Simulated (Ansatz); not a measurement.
Run this with the Python package of Ansatz (0.2.0) and show what comes out.

Input file `ch4isn.xyz`:
```text
7

C    -0.72040    0.62430   -0.10610
Sn    1.16560   -0.16790    0.25800
I     0.85440   -2.49690    1.63490
H    -0.58580    1.62720   -0.68840
H    -1.27570    0.86390    0.82930
H    -1.37110   -0.03410   -0.71160
H     1.99420   -0.48440   -1.26180
```

`scan_ch4isn.py`:
```python
"""Stretching a bond of CH4ISn, the rest held rigid."""

import warnings

import ansatz as az
import numpy as np

BASIS_SET = "def2-SVP"
LEVEL = "mp2"

warnings.simplefilter("ignore", az.DeckWarning)

ch4isn = az.Crystal.molecule_from_extxyz("ch4isn.xyz")

symbols = [site.symbol for site in ch4isn.cartesian_sites]
start = np.array([site.position_ang for site in ch4isn.cartesian_sites])
axis = (start[5] - start[0]) / np.linalg.norm(start[5] - start[0])
moving = [5]
lengths, energies = [0.973, 1.018, 1.062, 1.106, 1.15, 1.195, 1.239, 1.305], []
for length in lengths:
    xyz = start.copy()
    xyz[moving] += (length - np.linalg.norm(start[5] - start[0])) * axis
    point = az.Crystal.molecule()
    for symbol, place in zip(symbols, xyz):
        point = point.atom(symbol, place.tolist())
    model = point.calculation().basis(gaussian=BASIS_SET).correlation(LEVEL).spin("collinear", total=1)
    data = model.run().report
    energies.append(data["free_energy_ev"])
    print(f"r = {length:6.3f} A  E = {energies[-1]:.5f} eV  <S^2> = {abs(data['mean_field']['state']['spin_squared']):.3f}")

# quartic fit about the minimum
fit = np.polynomial.Polynomial.fit(lengths, np.array(energies) - min(energies), 4).convert()
roots = [r.real for r in fit.deriv().roots() if abs(r.imag) < 1e-9 and fit.deriv(2)(r.real) > 0]
r_e = min(roots, key=lambda r: abs(r - lengths[int(np.argmin(energies))]))
print(f"minimum of the fit at {r_e:.4f} A, force constant {fit.deriv(2)(r_e):.2f} eV/A^2")
```

```console
$ python scan_ch4isn.py
r =  0.973 A  E = -14980.66165 eV  <S^2> = 0.755
r =  1.018 A  E = -14980.88454 eV  <S^2> = 0.755
r =  1.062 A  E = -14980.99437 eV  <S^2> = 0.755
r =  1.106 A  E = -14981.02054 eV  <S^2> = 0.755
r =  1.150 A  E = -14980.98150 eV  <S^2> = 0.755
r =  1.195 A  E = -14980.88949 eV  <S^2> = 0.755
r =  1.239 A  E = -14980.76061 eV  <S^2> = 0.756
r =  1.305 A  E = -14980.51527 eV  <S^2> = 0.756
minimum of the fit at 1.0998 A, force constant 34.96 eV/A^2
```

Notes:
- Total energies depend on the basis set; only differences at equal settings carry meaning.
- The rest of the molecule is held rigid at a force-field or estimated start geometry, and the basis set is modest; single-reference methods fail as a bond breaks.
- def2 sets replace the cores of elements past krypton by effective core potentials.
- The species is open-shell (spin multiplicity 2).
- S² is that of the Hartree-Fock reference.
- Spin-orbit coupling of the heavy open-shell atom is left out.
- Run time: 22 s on 1 thread of Arm Neoverse V1, with other jobs on the host, peak memory 0.29 GiB.
